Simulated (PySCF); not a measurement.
# ClH10NOSi3: the cost of one run

Computed with tblite 0.8.0 and PySCF 2.14.0; each step states its level. No surroundings beyond the atoms listed, unless a continuum is named. Atoms count from 0, parts from 1.

9 further runs of the same task are left out: 9 set aside as unsound or not needed.

### Step 1. Starting point

16 atoms, charge 0, multiplicity 1; geometry: GFN2-xTB. Parts: 1 = atoms 0–13, `N[Si](O)([SiH3])[SiH3]`, charge 0; 2 = atoms 14–15, `Cl`, charge 0.

### Step 2. NMR shieldings: PBE0/pcSseg-1

The job: settings as JSON, then the geometry in Å.

```
{"job": {"kind": "nmr", "xc": "PBE0", "basis": "pcSseg-1", "pop": false, "iso": false}, "charge": 0, "multiplicity": 1, "parts": [{"atoms": "0-13", "charge": 0, "multiplicity": 1}, {"atoms": "14-15", "charge": 0, "multiplicity": 1}]}
Si     0.315660     0.407300     0.111230
Si     1.904520    -1.288360     0.205940
Si    -1.821710     0.242250     1.010190
O      0.838680     1.798420     0.783860
N      0.288070     0.810990    -1.634710
H      2.150550    -1.693380     1.593640
H      1.420580    -2.485600    -0.494400
H      3.206370    -0.956530    -0.378380
H     -2.523000     1.517840     1.189410
H     -2.686440    -0.562260     0.131990
H     -1.802980    -0.430250     2.311840
H      1.584710     2.279270     0.427590
H      0.212520     0.039410    -2.280840
H     -0.385030     1.513870    -1.910740
Cl     2.767010     2.241600    -2.245230
H      1.598000     1.544240    -1.996180
```

With the program's defaults for keys left out, this is: GIAO PBE0/pcSseg-1 NMR shielding, non-relativistic, gas phase.

Command:

```console
OMP_NUM_THREADS=1 python cluster_run.py task.json out
```

One launch serves the whole session: the jobs run in the order shown.

**Question.** How long does this first job take on 1 thread of Intel Xeon 6975P-C, shared host, and how much memory does it need?

About 22 s, with a peak of 0.82 GiB.
